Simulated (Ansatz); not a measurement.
**C₈H₁₆: a ladder of functionals and wavefunction methods**

The task here is to estimate one member of a computed series from the others.

Computed with Ansatz 0.2.0, Gaussian basis. Level: functionals in def2-TZVPP, the program's frozen cores in correlated methods.

Levels to be run: LDA (SPW92), PBE-D4, revPBE-D4, BLYP-D4, r2SCAN-D4, B97M-V, PBE0-D4, B3LYP-D4, r2SCANh-D4, r2SCAN0-D4, HSE06-D4, BHLYP-D4, CAM-B3LYP-D4, LC-ωPBE, ωB97X-V, ωB97M-V, B2PLYP, PBE-QIDH; CCSD(T)/def2-SVP; CCSD(T)/def2-TZVPP; MP2/def2-QZVPP; extrapolation to the limit; RPA on PBE.

**Structure used throughout**

All runs share one geometry, relaxed beforehand with PBE0-D4 in a triple-zeta def2 set.

SMILES `C=CCCCCCC`, 24 atoms, charge 0, spin multiplicity 1.

Atoms are counted from 1 here; the program's logs count them from 0.

Bond lengths: C1–C2 1.326 Å, C1–H9 1.084 Å, C1–H10 1.086 Å, C2–C3 1.492 Å, C2–H11 1.089 Å, C3–C4 1.531 Å, C3–H12 1.096 Å, C3–H13 1.094 Å, C4–C5 1.524 Å, C4–H14 1.095 Å, C4–H15 1.096 Å, C5–C6 1.520 Å, C5–H16 1.096 Å, C5–H17 1.096 Å, C6–C7 1.520 Å, C6–H18 1.098 Å, C6–H19 1.096 Å, C7–C8 1.519 Å and more. Angles: C2–C1–H9 121.8°, C2–C1–H10 121.3°, H9–C1–H10 116.9°, C1–C2–C3 124.8°, C1–C2–H11 118.6°, C3–C2–H11 116.6°, C2–C3–C4 113.7°, C2–C3–H12 109.1°, C2–C3–H13 109.2°, C4–C3–H12 109.1°, C4–C3–H13 109.0°, H12–C3–H13 106.4°, C3–C4–C5 115.3°, C3–C4–H14 108.5°, C3–C4–H15 108.3°, C5–C4–H14 109.0°, C5–C4–H15 109.0°, H14–C4–H15 106.5° and more.

Set-up of the first run:

Input file in.yaml:

```yaml
crystal:
  periodic: [false, false, false]
  atoms:
    - {symbol: C, position_ang: [-0.196361, -3.005837, 2.364565]}
    - {symbol: C, position_ang: [-0.306370, -1.995051, 1.513627]}
    - {symbol: C, position_ang: [-0.709829, -0.607270, 1.885627]}
    - {symbol: C, position_ang: [0.399527, 0.429908, 1.689647]}
    - {symbol: C, position_ang: [0.951427, 0.533611, 0.273409]}
    - {symbol: C, position_ang: [-0.080730, 0.901800, -0.779987]}
    - {symbol: C, position_ang: [0.520413, 1.097392, -2.162081]}
    - {symbol: C, position_ang: [-0.513265, 1.457184, -3.214835]}
    - {symbol: H, position_ang: [0.107799, -3.994284, 2.040316]}
    - {symbol: H, position_ang: [-0.412171, -2.879377, 3.421600]}
    - {symbol: H, position_ang: [-0.082318, -2.171770, 0.463134]}
    - {symbol: H, position_ang: [-1.583581, -0.315297, 1.291089]}
    - {symbol: H, position_ang: [-1.028722, -0.593751, 2.932153]}
    - {symbol: H, position_ang: [1.220193, 0.193626, 2.374823]}
    - {symbol: H, position_ang: [0.012356, 1.409076, 1.994358]}
    - {symbol: H, position_ang: [1.747376, 1.287006, 0.266875]}
    - {symbol: H, position_ang: [1.435154, -0.409137, -0.007066]}
    - {symbol: H, position_ang: [-0.598891, 1.820857, -0.476248]}
    - {symbol: H, position_ang: [-0.854045, 0.126626, -0.837453]}
    - {symbol: H, position_ang: [1.286391, 1.880133, -2.113998]}
    - {symbol: H, position_ang: [1.044836, 0.181298, -2.458371]}
    - {symbol: H, position_ang: [-0.057270, 1.592853, -4.198221]}
    - {symbol: H, position_ang: [-1.271698, 0.674308, -3.305569]}
    - {symbol: H, position_ang: [-1.030214, 2.386066, -2.957396]}
basis:
  gaussian: {orbitals: def2-TZVPP}
hamiltonian: {xc: lda}
output: {orbitals: {seedname: orbitals}}
```

Command:

```bash
ansatz run in.yaml --threads 4 --pin off --events-out ev --progress --plain --max-ram 46080MiB --backend cuda --devices 0, --max-vram 37GiB
```

Among the steps run: LDA; PBE-D4 (GGA); revPBE-D4 (GGA); BLYP-D4 (GGA); r2SCAN-D4 (meta-GGA); B97M-V (meta-GGA); PBE0-D4 (hybrid); B3LYP-D4 (hybrid); r2SCANh-D4 (hybrid); r2SCAN0-D4 (hybrid); HSE06-D4 (hybrid); BHLYP-D4 (hybrid); CAM-B3LYP-D4 (range-separated); LC-ωPBE (range-separated); ωB97X-V (range-separated); ωB97M-V (range-separated); B2PLYP (double hybrid); PBE-QIDH (double hybrid).

One table of the session follows, with a row left open; its other results are not shown here.

It belongs to the step «Orbital energies across the functionals». 

| functional | HOMO (eV) | gap (eV) |
| --- | --- | --- |
| LDA (SPW92) | -6.39 | 5.48 |
| PBE-D4 | -6.21 | 5.54 |
| revPBE-D4 | -6.14 | 5.57 |
| BLYP-D4 | -6.06 | 5.51 |
| r2SCAN-D4 | -6.41 | 5.99 |
| B97M-V | -6.43 | 6.04 |
| PBE0-D4 | -7.33 | 7.70 |
| B3LYP-D4 | -7.11 | 7.23 |
| r2SCANh-D4 | -6.83 | 6.79 |
| r2SCAN0-D4 | -7.47 | 7.98 |
| HSE06-D4 | -6.93 | 6.91 |
| BHLYP-D4 | -8.30 | 9.75 |
| CAM-B3LYP-D4 | ? | ? |
| LC-ωPBE | -10.08 | 12.77 |
| ωB97X-V | -9.69 | 12.27 |
| ωB97M-V | -9.60 | 11.99 |

Q: Estimate the row for CAM-B3LYP-D4 from the others.

**Answer.** HOMO (eV): -8.67; gap (eV): 10.16. In the column «HOMO (eV)» it lies between ωB97M-V (-9.60) and BHLYP-D4 (-8.30).
